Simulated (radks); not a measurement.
# The Coulomb parameter U of the 4d shell of Tc⁺

One table from this session's results is given with a row withheld; the runs are named, their logs left out.

Program: radks (a radial shooting solver on a logarithmic mesh, Libxc functionals) version 1. Level of theory: Dirac Kohn-Sham, PBE, spin-unpolarised, spherical densities, finite nucleus; open shells are shared between the two j in proportion to 2j + 1. These are calculated values, not measurements, unless marked.

## Starting point

- element: technetium (Z = 43)
- charge: +1
- electrons: 42
- configuration: [Kr] 4d3 5s1 5p2
- nuclear rms radius: 4.4112 fm

The outer shells:

Tc⁺
```
[Kr] core
4d [↑ ][↑ ][↑ ][  ][  ]
5s [↑ ]
5p [↑ ][↑ ][  ]
```

The first run:

Input:

```text
Z 43
configuration [Kr] 4d3 5s1 5p2
relativity Dirac
functional pbe,pbe
spin unpolarised
j_filling average
nucleus finite rms 4.4112 fm
c 137.035999084
```

Among the steps run: Start: [Kr] 4d3 5s1 5p2.

One of the session's tables, all rows but one given; the rest of the session is left out.

It belongs to the step «Start: [Kr] 4d3 5s1 5p2». From the orbitals of this run (lengths in bohr):

```
level    <r>  outermost maximum (interpolated)  90 % within  nodes
4s1/2  1.047                             0.946         1.52      3
4p1/2  1.131                             1.000         1.66      2
4p3/2  1.158                              1.02         1.70      2
4d3/2  1.505                              1.21         2.34      1
4d5/2  1.518                              1.22         2.36      1
5s1/2      ?                                 ?            ?      ?
5p1/2  3.294                              2.88         4.82      3
5p3/2  3.369                              2.94         4.93      3
```

Estimate the missing values for 5s1/2.

As computed: <r>: 2.761; outermost maximum (interpolated): 2.45; 90 % within: 4.00; nodes: 4. In the column «<r>» it lies between 4d5/2 (1.518) and 5p1/2 (3.294).
